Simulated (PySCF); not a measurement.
# B2H6OSSi: electronic excitations at several levels of theory

How much do the electronic excitations of B2H6OSSi (`BOBS[SiH3]`) depend on the level of theory, and what does each level cost?

Computed with PySCF 2.14.0, with density-fitted response routines of our own, on a single molecule in the gas phase. Atoms are numbered from 0 throughout.

## 1. The starting structure

11 atoms, charge 0, multiplicity 1; geometry from: GFN2-xTB. The atoms were then displaced at random by about 0.01 Å, so the start is not that level's minimum.

Bonds of the start (Å): B0–O1 1.30, O1–B2 1.31, B2–S3 1.76, S3–Si4 2.15, B0–H5 1.16, B0–H6 1.20, B2–H7 1.18, Si4–H8 1.48, Si4–H9 1.45, Si4–H10 1.45.

## 2. Geometry optimisation at PBE0-D3(BJ)/def2-SVP

Job settings and geometry (Å):

```
{"job": {"xc": "PBE0", "basis": "def2-SVP", "d3": "d3bj", "grid": 1, "shake": 0.01, "kind": "geom"}, "charge": 0, "multiplicity": 1}
B      1.825390     0.707240     0.243800
O      1.190140    -0.227940    -0.401900
B      0.541700    -1.173470    -1.035920
S     -1.193050    -1.384510    -0.868980
Si    -1.807030     0.182820     0.469730
H      2.223690     0.530690     1.318820
H      1.940560     1.782760    -0.278650
H      1.143680    -1.920900    -1.730900
H     -1.118780     0.014750     1.774520
H     -3.241660    -0.012370     0.596200
H     -1.466530     1.475100    -0.102380
```

On the command line:

```console
OMP_NUM_THREADS=1 python probes_run.py task.json out
```

One launch serves the whole session: the jobs run in the order shown.

What it wrote:

```text
step   0  E = -815.59847042  max force = 0.029344
step   1  E = -815.60499420  max force = 0.007031
step   2  E = -815.60497343  max force = 0.005104
step   3  E = -815.60515656  max force = 0.002658
step   4  E = -815.60518903  max force = 0.000559
step   5  E = -815.60519154  max force = 0.000377
optimisation converged
```

Run time: 26 s. Hardware: 1 thread of Arm Neoverse V1, shared host; peak memory 0.44 GiB.

Relaxation path:

```csv
step,energy from step 0 (eV),largest force component (eV/Å)
0,0.0000,1.5089
1,-0.1775,0.3615
2,-0.1770,0.2625
3,-0.1819,0.1367
4,-0.1828,0.0287
5,-0.1829,0.0194
```

Distances of close pairs at the start and the end, largest changes first:

```csv
bond,before (Å),after (Å),change (Å)
B2–S3,1.755,1.812,+0.057
B0–H5,1.160,1.209,+0.049
Si4–H10,1.454,1.492,+0.038
Si4–H9,1.453,1.489,+0.036
B0–O1,1.302,1.337,+0.035
O1–B2,1.310,1.338,+0.028
B2–H7,1.185,1.206,+0.021
S3–Si4,2.151,2.160,+0.009
```

The end geometry stands in the next job.

```csv
at the end point,value
point group (found at 0.08 Å tolerance),Cs
"rotational constants (GHz, main isotopes)","4.369, 2.266, 1.540"
dipole moment (D),0.99
```

## 3. Excited states and response: PBE0/def2-TZVP

Job settings and geometry (Å):

```
{"job": {"kind": "uv", "xc": "PBE0", "basis": "def2-TZVP"}, "charge": 0, "multiplicity": 1}
B      1.776020     0.802555     0.307834
O      1.111869    -0.163121    -0.336243
B      0.468868    -1.137989    -0.989719
S     -1.321587    -1.390829    -0.868902
Si    -1.884457     0.185333     0.496729
H      2.197058     0.570191     1.417509
H      1.921610     1.870424    -0.241411
H      1.083136    -1.896260    -1.698583
H     -1.203315     0.018348     1.813368
H     -3.358441     0.062976     0.668472
H     -1.547422     1.525248    -0.066101
```

With the program's defaults for keys left out, this is: TDDFT PBE0/def2-TZVP, vertical, gas phase, core orbitals frozen in the response.

What it wrote:

```text
coarse grid: 10232 points
cycle   1  E = -815.9110646277  dE =  2.877e-01  |g| = 5.961e-01  |ddm| = 2.614e+00
cycle   2  E = -815.7888528383  dE =  1.222e-01  |g| = 1.010e+00  |ddm| = 7.749e-01
cycle   3  E = -815.9733028415  dE = -1.845e-01  |g| = 9.091e-02  |ddm| = 4.812e-01
cycle   4  E = -815.9747681103  dE = -1.465e-03  |g| = 4.623e-02  |ddm| = 1.029e-01
cycle   5  E = -815.9753338600  dE = -5.657e-04  |g| = 4.164e-03  |ddm| = 4.328e-02
cycle   6  E = -815.9753365287  dE = -2.669e-06  |g| = 1.801e-03  |ddm| = 4.221e-03
final grid: 89528 points
cycle   7  E = -815.9756030030  dE = -4.963e-05  |g| = 7.868e-03  |ddm| = 1.108e-01
cycle   8  E = -815.9755943955  dE =  8.607e-06  |g| = 1.040e-02  |ddm| = 1.096e-02
cycle   9  E = -815.9756129918  dE = -1.860e-05  |g| = 1.559e-03  |ddm| = 5.596e-03
cycle  10  E = -815.9756134012  dE = -4.094e-07  |g| = 3.396e-04  |ddm| = 1.079e-03
cycle  11  E = -815.9756134339  dE = -3.264e-08  |g| = 6.124e-05  |ddm| = 3.510e-04
cycle  12  E = -815.9756134350  dE = -1.099e-09  |g| = 1.798e-05  |ddm| = 7.571e-05
cycle  13  E = -815.9756134351  dE = -9.095e-11  |g| = 4.579e-06  |ddm| = 1.883e-05
converged SCF energy = -815.9756134351

Static polarisability (au): isotropic 79.091, principal 61.136 84.457 91.679

Singlet excitations
state   eV       nm        f      main configurations
  1   5.5345    224.0   0.00076   H->L 0.85, H-2->L 0.14
  2   6.0354    205.4   0.13377   H->L+1 0.96
  3   6.4152    193.3   0.01120   H->L+2 0.84, H-2->L 0.09
  4   6.5049    190.6   0.00010   H-2->L 0.73, H->L 0.13
  5   6.6594    186.2   0.00370   H-1->L+1 0.84
  6   7.0422    176.1   0.00190   H-3->L+1 0.87
  7   7.1152    174.3   0.15506   H-1->L 0.94
  8   7.1988    172.2   0.00117   H->L+3 0.86
  9   7.2876    170.1   0.00016   H-3->L 0.96
 10   7.4677    166.0   0.09167   H-2->L+1 0.93

Triplet excitations (Tamm-Dancoff, eV): 5.0973 5.1517 6.0181 6.1410
```

It took 25 s on 1 thread of Arm Neoverse V1, shared host; peak memory 0.82 GiB.

The orbitals next to the gap, with their largest atomic shares:

```csv
orbital,eV,atoms
HOMO−3,-9.27,"S3 38 %, Si4 19 %, B2 19 %"
HOMO−2,-9.13,"B0 33 %, H5 15 %, H6 15 %"
HOMO−1,-9.00,"S3 49 %, B2 16 %, O1 10 %"
HOMO,-7.79,"S3 59 %, B2 11 %, Si4 9 %"
LUMO,-0.98,"B0 79 %, O1 9 %"
LUMO+1,-0.69,"B2 58 %, S3 15 %, Si4 11 %"
LUMO+2,0.07,"Si4 68 %, S3 20 %, B2 5 %"
```

With each of the 10 states as a Gaussian band of 0.4 eV half-width at 1/e, the curve within the window shown has maxima at 205 nm (ε 5,600), 172 nm (ε 8,500) L/(mol cm). Beyond the last state computed it falls off for lack of states. The curve at chosen wavelengths:

(nm, ε (L/mol/cm)): (160, 2564), (164, 5126), (167, 6996), (171, 8451), (175, 8066), (178, 6723), (182, 4490), (185, 3184), (189, 2473), (193, 2912), (196, 3723), (200, 4901), (204, 5587), (207, 5552), (211, 4816), (215, 3627), (218, 2697), (222, 1645), (226, 908), (229, 550), (233, 266), (236, 149), (240, 66), (244, 29), (247, 16), (251, 7)

Ground-state properties from the same run:

```csv
property,computed
dipole moment (D),0.84
polarisability (Å³),11.72
HOMO–LUMO gap (eV),6.81
−ε(HOMO) (eV),7.79
```

## 4. TDDFT and polarisability: PBE0/aug-cc-pVDZ

Settings changed since step 3:

```diff
@@ -1,2 +1,2 @@
-{"job": {"kind": "uv", "xc": "PBE0", "basis": "def2-TZVP"}, "charge": 0, "multiplicity": 1}
+{"job": {"kind": "uv", "xc": "PBE0", "basis": "aug-cc-pVDZ"}, "charge": 0, "multiplicity": 1}
 B      1.776020     0.802555     0.307834
```

Method: TDDFT PBE0/aug-cc-pVDZ, vertical, gas phase, core orbitals frozen in the response.

What it wrote:

```text
coarse grid: 10232 points
cycle   1  E = -815.8385184635  dE =  3.329e-01  |g| = 5.479e-01  |ddm| = 7.741e+00
cycle   2  E = -815.7284768274  dE =  1.100e-01  |g| = 9.384e-01  |ddm| = 2.118e+00
cycle   3  E = -815.8967956579  dE = -1.683e-01  |g| = 8.050e-02  |ddm| = 1.129e+00
cycle   4  E = -815.8981620647  dE = -1.366e-03  |g| = 3.614e-02  |ddm| = 2.375e-01
cycle   5  E = -815.8985953091  dE = -4.332e-04  |g| = 3.404e-03  |ddm| = 8.757e-02
cycle   6  E = -815.8985988310  dE = -3.522e-06  |g| = 1.445e-03  |ddm| = 1.323e-02
final grid: 89528 points
cycle   7  E = -815.9147875113  dE = -1.907e-05  |g| = 5.988e-03  |ddm| = 9.832e-02
cycle   8  E = -815.9147823087  dE =  5.203e-06  |g| = 8.053e-03  |ddm| = 2.539e-02
cycle   9  E = -815.9147961070  dE = -1.380e-05  |g| = 1.008e-03  |ddm| = 1.276e-02
cycle  10  E = -815.9147963377  dE = -2.306e-07  |g| = 2.170e-04  |ddm| = 2.135e-03
cycle  11  E = -815.9147963522  dE = -1.453e-08  |g| = 2.994e-05  |ddm| = 4.911e-04
cycle  12  E = -815.9147963524  dE = -2.469e-10  |g| = 1.436e-05  |ddm| = 1.011e-04
converged SCF energy = -815.9147963524

Static polarisability (au): isotropic 83.854, principal 65.982 89.246 96.334

Singlet excitations
state   eV       nm        f      main configurations
  1   5.4544    227.3   0.00115   H->L 0.86, H-2->L 0.12
  2   5.9925    206.9   0.13939   H->L+1 0.96
  3   6.2715    197.7   0.01305   H->L+2 0.75, H-2->L 0.09, H->L+3 0.08
  4   6.4469    192.3   0.00007   H-2->L 0.74, H->L 0.12, H->L+2 0.09
  5   6.6511    186.4   0.01352   H->L+3 0.47, H-1->L+1 0.44
  6   6.6791    185.6   0.00161   H-1->L+1 0.42, H->L+3 0.41
  7   7.0454    176.0   0.16334   H-1->L 0.94
  8   7.0723    175.3   0.00431   H-3->L+1 0.88
  9   7.2113    171.9   0.00252   H->L+4 0.39, H->L+5 0.39, H->L+7 0.11
 10   7.2315    171.5   0.00036   H-3->L 0.96

Triplet excitations (Tamm-Dancoff, eV): 5.0859 5.1036 5.9125 6.1336
```

Run time: 21 s. Hardware: 1 thread of Arm Neoverse V1, shared host; peak memory 0.79 GiB.

This run: HOMO -7.77 eV, LUMO -1.08 eV; lowest singlet 5.45 eV.

## 5. TDDFT and polarisability: PBE0/def2-TZVPD

Settings changed since step 4:

```diff
@@ -1,2 +1,2 @@
-{"job": {"kind": "uv", "xc": "PBE0", "basis": "aug-cc-pVDZ"}, "charge": 0, "multiplicity": 1}
+{"job": {"kind": "uv", "xc": "PBE0", "basis": "def2-TZVPD"}, "charge": 0, "multiplicity": 1}
 B      1.776020     0.802555     0.307834
```

Method: TDDFT PBE0/def2-TZVPD, vertical, gas phase, core orbitals frozen in the response.

What it wrote:

```text
coarse grid: 10232 points
cycle   1  E = -815.9118894943  dE =  2.880e-01  |g| = 5.961e-01  |ddm| = 3.812e+00
cycle   2  E = -815.7889415999  dE =  1.229e-01  |g| = 1.011e+00  |ddm| = 1.022e+00
cycle   3  E = -815.9740803234  dE = -1.851e-01  |g| = 9.106e-02  |ddm| = 6.204e-01
cycle   4  E = -815.9755415276  dE = -1.461e-03  |g| = 4.656e-02  |ddm| = 1.516e-01
cycle   5  E = -815.9761164136  dE = -5.749e-04  |g| = 4.219e-03  |ddm| = 5.377e-02
cycle   6  E = -815.9761191334  dE = -2.720e-06  |g| = 1.795e-03  |ddm| = 8.513e-03
final grid: 89528 points
cycle   7  E = -815.9763823200  dE = -5.188e-05  |g| = 7.872e-03  |ddm| = 4.275e-01
cycle   8  E = -815.9763736259  dE =  8.694e-06  |g| = 1.043e-02  |ddm| = 2.411e-02
cycle   9  E = -815.9763923200  dE = -1.869e-05  |g| = 1.558e-03  |ddm| = 7.922e-03
cycle  10  E = -815.9763927279  dE = -4.079e-07  |g| = 3.434e-04  |ddm| = 1.469e-03
cycle  11  E = -815.9763927612  dE = -3.336e-08  |g| = 6.269e-05  |ddm| = 4.726e-04
cycle  12  E = -815.9763927624  dE = -1.159e-09  |g| = 1.803e-05  |ddm| = 1.232e-04
cycle  13  E = -815.9763927625  dE = -9.595e-11  |g| = 4.679e-06  |ddm| = 3.274e-05
converged SCF energy = -815.9763927625

Static polarisability (au): isotropic 83.657, principal 65.900 89.203 95.869

Singlet excitations
state   eV       nm        f      main configurations
  1   5.5091    225.1   0.00102   H->L 0.85, H-2->L 0.14
  2   5.9739    207.5   0.13555   H->L+1 0.96
  3   6.2947    197.0   0.01193   H->L+2 0.86
  4   6.4789    191.4   0.00005   H-2->L 0.74, H->L 0.13
  5   6.6185    187.3   0.00498   H-1->L+1 0.83
  6   6.7384    184.0   0.01037   H->L+3 0.91
  7   6.9998    177.1   0.00411   H-3->L+1 0.89
  8   7.0696    175.4   0.15718   H-1->L 0.93
  9   7.1684    173.0   0.00302   H->L+4 0.73, H->L+5 0.13
 10   7.2470    171.1   0.00042   H-3->L 0.96

Triplet excitations (Tamm-Dancoff, eV): 5.0637 5.1294 5.9222 6.1037
```

Wall time 38 s (1 thread of Arm Neoverse V1, shared host); peak memory 0.98 GiB.

Key values: HOMO -7.80 eV, LUMO -1.04 eV; lowest singlet 5.51 eV.

## 6. Excited states and response: PBE0/6-31+G*

Settings changed since step 5:

```diff
@@ -1,2 +1,2 @@
-{"job": {"kind": "uv", "xc": "PBE0", "basis": "def2-TZVPD"}, "charge": 0, "multiplicity": 1}
+{"job": {"kind": "uv", "xc": "PBE0", "basis": "6-31+G*"}, "charge": 0, "multiplicity": 1}
 B      1.776020     0.802555     0.307834
```

Method: TDDFT PBE0/6-31+G*, vertical, gas phase, core orbitals frozen in the response.

What it wrote:

```text
coarse grid: 10232 points
cycle   1  E = -815.8622988700  dE =  3.068e-01  |g| = 5.396e-01  |ddm| = 2.969e+00
cycle   2  E = -815.7608265223  dE =  1.015e-01  |g| = 9.089e-01  |ddm| = 9.771e-01
cycle   3  E = -815.9203730995  dE = -1.595e-01  |g| = 7.788e-02  |ddm| = 5.911e-01
cycle   4  E = -815.9217587660  dE = -1.386e-03  |g| = 3.231e-02  |ddm| = 1.640e-01
cycle   5  E = -815.9221159732  dE = -3.572e-04  |g| = 3.374e-03  |ddm| = 5.934e-02
cycle   6  E = -815.9221195518  dE = -3.579e-06  |g| = 1.244e-03  |ddm| = 7.302e-03
final grid: 89528 points
cycle   7  E = -815.8688131650  dE = -1.349e-05  |g| = 6.120e-03  |ddm| = 3.063e-02
cycle   8  E = -815.8688076936  dE =  5.471e-06  |g| = 8.269e-03  |ddm| = 1.398e-02
cycle   9  E = -815.8688223202  dE = -1.463e-05  |g| = 9.667e-04  |ddm| = 7.129e-03
cycle  10  E = -815.8688225505  dE = -2.303e-07  |g| = 1.944e-04  |ddm| = 1.284e-03
cycle  11  E = -815.8688225615  dE = -1.101e-08  |g| = 3.309e-05  |ddm| = 3.417e-04
cycle  12  E = -815.8688225618  dE = -2.560e-10  |g| = 1.547e-05  |ddm| = 6.398e-05
converged SCF energy = -815.8688225618

Static polarisability (au): isotropic 74.916, principal 58.182 78.343 88.224

Singlet excitations
state   eV       nm        f      main configurations
  1   5.5355    224.0   0.00117   H->L 0.86, H-2->L 0.12
  2   6.1441    201.8   0.14960   H->L+1 0.96
  3   6.2929    197.0   0.01152   H->L+2 0.89
  4   6.5186    190.2   0.00004   H-2->L 0.78, H->L 0.12
  5   6.7735    183.0   0.00816   H-1->L+1 0.63, H->L+3 0.26
  6   6.8046    182.2   0.00383   H->L+3 0.70, H-1->L+1 0.21
  7   7.1116    174.3   0.18525   H-1->L 0.95
  8   7.2389    171.3   0.00569   H-3->L+1 0.83, H-1->L+1 0.11
  9   7.3162    169.5   0.00174   H-3->L 0.95
 10   7.3521    168.6   0.00307   H->L+4 0.81

Triplet excitations (Tamm-Dancoff, eV): 5.2169 5.2724 5.9358 6.2321
```

Run time: 11 s. Hardware: 1 thread of Arm Neoverse V1, shared host; peak memory 0.58 GiB.

In short: HOMO -7.79 eV, LUMO -1.04 eV; lowest singlet 5.54 eV.

## 7. Run by run: electronic excitations

Excitations and ground-state properties, with basis size and wall time:

```csv
run,lowest singlet (eV),brightest (eV),f,gap (eV),α (Å³),μ (D),functions,time
PBE0/def2-TZVP,5.53,7.12,0.155,6.81,11.72,0.84,203,25 s
PBE0/aug-cc-pVDZ,5.45,7.05,0.163,6.69,12.43,0.94,177,21 s
PBE0/def2-TZVPD,5.51,7.07,0.157,6.76,12.40,0.86,257,38 s
PBE0/6-31+G*,5.54,7.11,0.185,6.75,11.10,1.18,110,11 s
```

## 8. Summary of results

| quantity | value |
| --- | --- |
| point group | Cs |
| rotational constants (main isotopes) | 4.37, 2.27, 1.54 GHz |
| lowest singlet (PBE0/def2-TZVP) | 5.53 eV (224 nm), f = 0.001 |
| brightest single state of those computed | state 7, 7.12 eV, f = 0.155 |
| lowest triplet | 5.10 eV |
| range of the lowest singlet | 5.45 to 5.54 eV |

**Reading.** Single values in the summary come from the first run of each kind that ended normally (PBE0/def2-TZVP), which need not be the best level. The optimisation took 5 steps and gained 0.183 eV; among the close pairs (by a distance rule), B2–S3 changed most, from 1.755 to 1.812 Å. The first singlet state (HOMO→LUMO 0.85, HOMO−2→LUMO 0.14) lies at 5.53 eV and is dark; of the 10 states computed, the strongest absorption comes from state 7 at 7.12 eV (the last state computed is bright too, and its partners may lie past the list). The lowest triplet lies 0.44 eV below the lowest singlet (triplets in Tamm-Dancoff, singlets in full TDDFT). The basis of PBE0/def2-TZVP has no diffuse functions, so Rydberg states are missing and the high states are unreliable. The lowest singlet runs from 5.45 eV (PBE0/aug-cc-pVDZ) to 5.54 eV (PBE0/6-31+G*), while the orbital gap spans 6.69 to 6.81 eV. The lowest state need not be the same one in every run.
